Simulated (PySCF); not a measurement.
# Ways to converge the SCF of SnN⁺ (triplet)

Do solver options change the result for SnN⁺ (triplet), or only the number of cycles?

The runs use PySCF 2.14.0; method and basis as typed in the scripts.

2 further runs of the same task are left out: 1 for a known fault of the program, 1 that didn't finish.

## Step 1: Starting geometry

SnN⁺ (triplet): 2 atoms, charge 1, spin multiplicity 3.

Bond lengths: Sn1–N2 2.210 Å.

## Step 2: The base run

Contents of input.py:

```python
from pyscf import gto, dft

mol = gto.M(
    atom='Sn 0 0 0; N 0 0 2.21',
    basis='ano-rcc-vdzp',
    charge=1,
    spin=2,
    verbose=4,
)
mf = dft.ROKS(mol, xc='x3lyp')
mf = mf.sfx2c1e()
mf.kernel()
mf.analyze()
print('orbital energies (hartree):', mf.mo_energy[..., max(0, mol.nelec[1]-3):mol.nelec[0]+3].round(4))
```

Command:

```bash
$ python input.py
```

The log of this run is left out.

Base result: E(SCF) = -6230.769250 Eh, 9 cycles.

The bond length is a typed value, not an optimised one. The dipole of an ion depends on the origin. The triplet is typed in the script; nothing here shows that it is the ground state.

## Step 3: Convergence threshold 0.001 hartree

Variant 1 changes convergence threshold: default → 0.001 hartree.

Contents of input.py:

```python
from pyscf import gto, dft

mol = gto.M(
    atom='Sn 0 0 0; N 0 0 2.21',
    basis='ano-rcc-vdzp',
    charge=1,
    spin=2,
    verbose=4,
)
mf = dft.ROKS(mol, xc='x3lyp')
mf = mf.sfx2c1e()
mf.conv_tol = 0.001
mf.kernel()
mf.analyze()
print('orbital energies (hartree):', mf.mo_energy[..., max(0, mol.nelec[1]-3):mol.nelec[0]+3].round(4))
```

Command:

```bash
$ python input.py
```

## Step 4: Point-group symmetry on

Variant 2 changes point-group symmetry: off → on.

Changes to input.py since step 2:

```diff
@@ -7,2 +7,3 @@
     spin=2,
+    symmetry=True,
     verbose=4,
```

What does the calculation give? Wanted: for each run, E(SCF); from base.

The runs gave:

| run | E(SCF) (hartree) | from base (eV) | cycles |
| --- | --- | --- | --- |
| base | -6230.769250 | 0 | 9 |
| convergence threshold 0.001 hartree | -6230.769197 | not comparable | 6 |
| point-group symmetry on | -6230.769250 | 0.0000 | 9 |

Distance from each run's final energy (log10 hartree) by cycle:

| run | cycle 1 | cycle 2 | cycle 3 | cycle 5 | cycle 8 | cycle 12 |
| --- | --- | --- | --- | --- | --- | --- |
| base | -1.7 | -2.2 | -2.4 | -4.1 | -9.6 | done |
| convergence threshold 0.001 hartree | -1.7 | -2.2 | -2.4 | -4.7 | done | done |
| point-group symmetry on | -1.7 | -2.2 | -2.4 | -4.1 | -9.6 | done |

No change of the SCF energy comes from point-group symmetry on. Rows marked «poor choice» come from settings spoiled on purpose.
